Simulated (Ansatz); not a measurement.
# C2H6FIn: trial inputs and their diagnosis

Aim: try 4 inputs for C2H6FIn as typed, read how each ends, and find what has to change.

Method: the settings change from run to run; program: Ansatz 0.2.0, Gaussian basis.

## (1) The geometry

An earlier PBE0-D4 in a triple-zeta def2 set relaxation fixed the geometry. In takes a core potential in def2 sets; no spin-orbit term is included.

10 atoms, charge 0, spin multiplicity 1.

Atoms are counted from 1 here; the program's logs count them from 0.

Bond lengths: C1–C2 1.503 Å, C1–H5 1.095 Å, C1–H6 1.092 Å, C1–H7 1.094 Å, C2–F3 1.414 Å, C2–In4 2.197 Å, C2–H8 1.093 Å, In4–H9 1.729 Å, In4–H10 1.726 Å. Angles: C2–C1–H5 111.0°, C2–C1–H6 111.9°, C2–C1–H7 109.7°, H5–C1–H6 108.3°, H5–C1–H7 107.9°, H6–C1–H7 107.9°, C1–C2–F3 108.7°, C1–C2–In4 116.7°, C1–C2–H8 110.5°, F3–C2–In4 102.3°, F3–C2–H8 105.8°, In4–C2–H8 111.9°, C2–In4–H9 117.1°, C2–In4–H10 121.1°, H9–In4–H10 121.7°.

## (2) Try 1

File in.yaml:

```yaml
crystal:
  periodic: [false, false, false]
  atoms:
    - {symbol: C, position_ang: [-0.140796, 1.253638, -0.575250]}
    - {symbol: C, position_ang: [0.633823, 0.180049, 0.137184]}
    - {symbol: F, position_ang: [0.870156, 0.597098, 1.467831]}
    - {symbol: In, position_ang: [-0.385225, -1.745452, 0.423841]}
    - {symbol: H, position_ang: [0.391282, 2.210492, -0.541480]}
    - {symbol: H, position_ang: [-1.131872, 1.397581, -0.139098]}
    - {symbol: H, position_ang: [-0.271887, 0.979252, -1.626576]}
    - {symbol: H, position_ang: [1.621216, 0.055097, -0.315772]}
    - {symbol: H, position_ang: [-2.079861, -1.696210, 0.762680]}
    - {symbol: H, position_ang: [0.493143, -3.231536, 0.406640]}
basis:
  gaussian: {orbitals: def2-TZVP, fitting: {mean_field: cc-pVTZ-jkfit}}
magnetization: {spin_polarized: true, initial_magnetization: 2}
hamiltonian: {xc: {name: PBE0}, dispersion: d3bjatm}
output: {forces: true}
```

The run is started by

```bash
$ ansatz run in.yaml --threads 2 --pin off --events-out ev --progress --plain --max-ram 4352MiB
```

Standard output:

```text
Functional definition: PBE0
  name "PBE0"
  cite "Adamo & Barone, J. Chem. Phys. 110, 6158 (1999) doi:10.1063/1.478522"
  cite "Perdew, Burke & Ernzerhof, Phys. Rev. Lett. 77, 3865 (1996) doi:10.1103/PhysRevLett.77.3865"
  parent pbe
  parameter a = 0.25
  parameter kappa = 0.804
  parameter beta = 0.06672455060314922
  exchange = (1 - a)*pbe_x(kappa = kappa, mu = beta*pi^2/3) + a*exact_x
  correlation = pbe_c(beta = beta)
Error: <dir> the basis set cc-pVTZ-JKFIT has no functions for In
```

Wall time 0.1 s (2 threads of Arm Neoverse V1, shared host).

**Diagnosis.** Refused before any calculation. The fitting set named has no entry for an element of this molecule. Cure: leave the fitting key out, or name a set that covers all elements and suits the basis. The input also asks for charge 0 and multiplicity 3, not those of the species named; set them back first.

## (3) Try 2

File in.yaml:

```yaml
crystal:
  periodic: [false, false, false]
  atoms:
    - {symbol: C, position_ang: [-0.140796, 1.253638, -0.575250]}
    - {symbol: C, position_ang: [0.633823, 0.180049, 0.137184]}
    - {symbol: F, position_ang: [0.870156, 0.597098, 1.467831]}
    - {symbol: In, position_ang: [-0.385225, -1.745452, 0.423841]}
    - {symbol: H, position_ang: [0.391282, 2.210492, -0.541480]}
    - {symbol: H, position_ang: [-1.131872, 1.397581, -0.139098]}
    - {symbol: H, position_ang: [-0.271887, 0.979252, -1.626576]}
    - {symbol: H, position_ang: [1.621216, 0.055097, -0.315772]}
    - {symbol: H, position_ang: [-2.079861, -1.696210, 0.762680]}
    - {symbol: H, position_ang: [0.493143, -3.231536, 0.406640]}
basis:
  gaussian: {orbitals: def2-mTZVPP, fitting: {mean_field: def2-universal-jkfit}}
magnetization: {spin_polarized: true, initial_magnetization: 4}
hamiltonian: {xc: {name: B97}, pseudopotentials: {relativity: none}}
output: {forces: true}
```

Same command.

Standard output, cut to the lines that bear on the results:

```text
Functional definition: B97
  name "B97"
  cite "Becke, J. Chem. Phys. 107, 8554 (1997) doi:10.1063/1.475007"
[...]
      + integral(e_c_pw_opposite_spin*poly(b97_u_opposite, cos0, cos1, cos2))
553 factors; integrals over basis functions are off by at most 1.6e0 eV
[...]
mean field -10053.12309511 eV, -369.4454594936 hartree, gradient 5.8e-5 eV, S^2 6.008987; 0 other end points of the search recorded, 0 dependent functions left out
[...]
reference -10053.12318074 eV, -369.4454626407 hartree; 26, 22 occupied and 102, 106 virtual orbitals, 553 factors
Total energy: -10053.12318074 eV, -369.4454626407 hartree
Atom 0 at    -0.140796     1.253638    -0.575250 Å, force    -0.729287    -0.569221    -0.293178 eV/Å
Atom 1 at     0.633823     0.180049     0.137184 Å, force     2.738264     5.849145     0.554623 eV/Å
Atom 2 at     0.870156     0.597098     1.467831 Å, force    -0.289213    -0.611866    -0.885481 eV/Å
Atom 3 at    -0.385225    -1.745452     0.423841 Å, force    -0.162371    -0.438703    -0.164262 eV/Å
Atom 4 at     0.391282     2.210492    -0.541480 Å, force     0.147200     0.004149     0.179423 eV/Å
Atom 5 at    -1.131872     1.397581    -0.139098 Å, force    -0.109654     0.109199     0.069365 eV/Å
Atom 6 at    -0.271887     0.979252    -1.626576 Å, force    -0.003092    -0.051280    -0.000937 eV/Å
Atom 7 at     1.621216     0.055097    -0.315772 Å, force     0.128369    -1.032840    -0.033595 eV/Å
Atom 8 at    -2.079861    -1.696210     0.762680 Å, force    -2.818274    -0.413143     0.546910 eV/Å
Atom 9 at     0.493143    -3.231536     0.406640 Å, force     1.098060    -2.845441     0.027133 eV/Å
Dipole moment:     0.066103     0.368635    -0.323784 e Å
```

Run time: 11 s. Hardware: 2 threads of Arm Neoverse V1, shared host.

**Diagnosis.** The run converged, but a converged run isn't a right one. The spin is set far too high for this molecule. It asks for 4 unpaired electrons; the ground state has 0. Its energy belongs to an excited spin state, not the ground state. To mend it, set initial_magnetization back to that of the ground state.

## (4) Try 3

File in.yaml:

```yaml
crystal:
  periodic: [true, true, true]
  atoms:
    - {symbol: C, position_ang: [-0.129532, 1.153347, -0.529230]}
    - {symbol: C, position_ang: [0.583117, 0.165645, 0.126210]}
    - {symbol: F, position_ang: [0.800544, 0.549331, 1.350404]}
    - {symbol: In, position_ang: [-0.354407, -1.605816, 0.389934]}
    - {symbol: H, position_ang: [0.359980, 2.033653, -0.498162]}
    - {symbol: H, position_ang: [-1.041322, 1.285774, -0.127970]}
    - {symbol: H, position_ang: [-0.250136, 0.900912, -1.496450]}
    - {symbol: H, position_ang: [1.491519, 0.050689, -0.290510]}
    - {symbol: H, position_ang: [-1.913472, -1.560513, 0.701666]}
    - {symbol: H, position_ang: [0.453691, -2.973013, 0.374108]}
basis:
  gaussian: {orbitals: def2-TZVP}
hamiltonian: {xc: {name: RPBE}, dispersion: d4}
output: {forces: true}
```

Same command.

Standard output:

```text
Error: YAML parse error: error: line 2 column 3: crystal: missing field `lattice` (a structure is typed as `lattice` and `atoms`, a molecule's as `atoms` in Å alone, or read from a run's directory, `checkpoint`)
 --> <input>:2:3
  |
1 | crystal:
2 |   periodic: [true, true, true]
  |   ^ crystal: missing field `lattice` (a structure is typed as `lattice` and `atoms`, a molecule's as `atoms` in Å alone, or read from a run's directory, `checkpoint`)
3 |   atoms:
4 |     - {symbol: C, position_ang: [-0.129532, 1.153347, -0.529230]}
  |
```

It took 0.05 s on 2 threads of Arm Neoverse V1, shared host.

**Diagnosis.** Refused before any calculation. The molecule is marked periodic without a cell. Its coordinates are also moved off the relaxed structure. To mend it, set periodic to false, or give a lattice.

## (5) Try 4

File in.yaml:

```yaml
crystal:
  periodic: [false, false, false]
  atoms:
    - {symbol: C, position_ang: [-0.140796, 1.253638, -0.575250]}
    - {symbol: C, position_ang: [0.633823, 0.180049, 0.137184]}
    - {symbol: F, position_ang: [0.870156, 0.597098, 1.467831]}
    - {symbol: In, position_ang: [-0.385225, -1.745452, 0.423841]}
    - {symbol: H, position_ang: [0.391282, 2.210492, -0.541480]}
    - {symbol: H, position_ang: [-1.131872, 1.397581, -0.139098]}
    - {symbol: H, position_ang: [-0.271887, 0.979252, -1.626576]}
    - {symbol: H, position_ang: [1.621216, 0.055097, -0.315772]}
    - {symbol: H, position_ang: [-2.079861, -1.696210, 0.762680]}
    - {symbol: H, position_ang: [0.493143, -3.231536, 0.406640]}
basis:
  gaussian: {orbitals: def2-mTZVPP, fitting: {mean_field: def2-universal-jkfit}}
magnetization: {spin_polarized: true, initial_magnetization: 10}
hamiltonian: {xc: {name: B2GP-PLYP}}
output: {forces: true}
```

Same command.

Standard output, cut to the lines that bear on the results:

```text
Functional definition: B2GP-PLYP
  name "B2GP-PLYP"
  cite "Karton, Tarnopolsky, Lamère, Schatz & Martin, J. Phys. Chem. A 112, 12868 (2008) doi:10.1021/jp801805p"
  cite "Becke, Phys. Rev. A 38, 3098 (1988) doi:10.1103/PhysRevA.38.3098"
  cite "Lee, Yang & Parr, Phys. Rev. B 37, 785 (1988) doi:10.1103/PhysRevB.37.785"
[...]
553 factors; integrals over basis functions are off by at most 1.6e0 eV
[...]
mean field -10003.06611050 eV, -367.6058992391 hartree, gradient 7.3e-6 eV, S^2 30.016270; 8 other end points of the search recorded, 0 dependent functions left out
7 core orbitals not correlated: weight in the atoms' cores, before any rotation towards them, 1.000 or more for the frozen orbitals, at most 0.000 for the correlated occupied ones
reference -10003.06625019 eV, -367.6059043725 hartree; 22, 12 occupied and 99, 109 virtual orbitals, 553 factors
[...]
Atom 0 at    -0.140796     1.253638    -0.575250 Å, force     9.893676    -0.327409    -1.837938 eV/Å
Atom 1 at     0.633823     0.180049     0.137184 Å, force    -2.084332     1.487086   -11.374216 eV/Å
Atom 2 at     0.870156     0.597098     1.467831 Å, force     2.265853     3.999524    12.849994 eV/Å
Atom 3 at    -0.385225    -1.745452     0.423841 Å, force     0.256450    -1.008734    -0.332907 eV/Å
Atom 4 at     0.391282     2.210492    -0.541480 Å, force     0.279450     0.413347     0.223374 eV/Å
Atom 5 at    -1.131872     1.397581    -0.139098 Å, force    -6.372334    -0.611617     1.704315 eV/Å
Atom 6 at    -0.271887     0.979252    -1.626576 Å, force    -2.794115     0.083235    -1.311048 eV/Å
Atom 7 at     1.621216     0.055097    -0.315772 Å, force     1.156138    -0.117725    -0.790685 eV/Å
Atom 8 at    -2.079861    -1.696210     0.762680 Å, force    -5.596340     0.692225     1.048877 eV/Å
Atom 9 at     0.493143    -3.231536     0.406640 Å, force     2.995554    -4.609933    -0.179766 eV/Å
Dipole moment:     0.359542     1.429384    -0.321450 e Å
```

Wall time 39 s (2 threads of Arm Neoverse V1, shared host).

What is wrong: The run converged, but a converged run isn't a right one. The spin is set far too high for this molecule. It asks for 10 unpaired electrons; the ground state has 0. Its energy belongs to an excited spin state, not the ground state. Cure: set initial_magnetization back to that of the ground state.

## (6) How the tries ended

| try | level | ended | cause | time |
| --- | --- | --- | --- | --- |
| 1 | PBE0/def2-TZVP | refused | the fitting set named has no entry for an element of this molecule | 0.1 s |
| 2 | B97/def2-mTZVPP | converged | the spin is set far too high for this molecule | 11 s |
| 3 | RPBE/def2-TZVP | refused | the molecule is marked periodic without a cell | 0.05 s |
| 4 | B2GP-PLYP/def2-mTZVPP | converged | the spin is set far too high for this molecule | 39 s |

In words: 2 refused, 2 converged. A refusal costs next to no computing time. The dangerous case is the input that converges on a wrong geometry, charge, spin, basis or grid: often only a look at the input shows it.
